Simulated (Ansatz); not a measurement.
**SiSBrCl: an energy map over two coordinates**

Program: Ansatz 0.2.0. Level of theory: RKS CAM-B3LYP-D4/def2-SVP. These are calculated values, not measurements.

### 1 The starting structure

SMILES `S=[Si](Cl)Br`, 4 atoms, charge 0, spin multiplicity 1.

Atoms are counted from 1 here; the program's logs count them from 0.

Bond lengths: S1–Si2 1.954 Å, Si2–Cl3 2.057 Å, Si2–Br4 2.211 Å. Angles: S1–Si2–Cl3 126.3°, S1–Si2–Br4 126.9°, Cl3–Si2–Br4 106.8°.

As a file:

```mol
BrClSSi
  3D, bonds by distance, orders not assigned

  4  3  0  0  0  0  0  0  0  0999 V2000
   -0.2973   -2.0649    0.2533 S   0  0
   -0.0026   -0.1459    0.0358 Si  0  0
    1.3642    0.9997    1.0610 Cl  0  0
   -1.0643    1.2111   -1.3501 Br  0  0
  1  2  8  0
  2  3  8  0
  2  4  8  0
M  END
```

### 3 The grid

The axes are (1) umbrella angle at Si2 (between each of its bonds and their common axis; 90 is planar): 11 values from 66.0 to 114.0 °; (2) change of the bonds Si2–S1, Si2–Cl3, Si2–Br4, all alike: 11 values from −0.226 to 0.349 Å.

Nothing else is relaxed (all other coordinates rigid). Energies count from the relaxed molecule at the same level. Points are written as (first, second).

(The set-up runs are not shown.)

### 4 Point (90.0°, 0.004 Å)

input.yaml

```yaml
crystal:
  periodic: [false, false, false]
  atoms:
    - { symbol: S, position_ang: [-0.294123, -2.043474, 0.250743] }
    - { symbol: Si, position_ang: [-0.002444, -0.145714, 0.035859] }
    - { symbol: Cl, position_ang: [1.352582, 0.989934, 1.05236] }
    - { symbol: Br, position_ang: [-1.055893, 1.200017, -1.33902] }
basis:
  gaussian: { orbitals: def2-SVP }
hamiltonian:
  xc: { name: CAM-B3LYP }
  dispersion: d4
output:
  forces: true
```

Run with:

```sh
> ansatz run input.yaml --threads 1 --pin off --max-ram 2560MiB --backend cpu --events-out ev --progress --plain --runs-dir out
```

What time and memory should one allow on 1 thread of Arm Neoverse V1, shared host?

About 4.4 s, with a peak of 0.2 GiB.
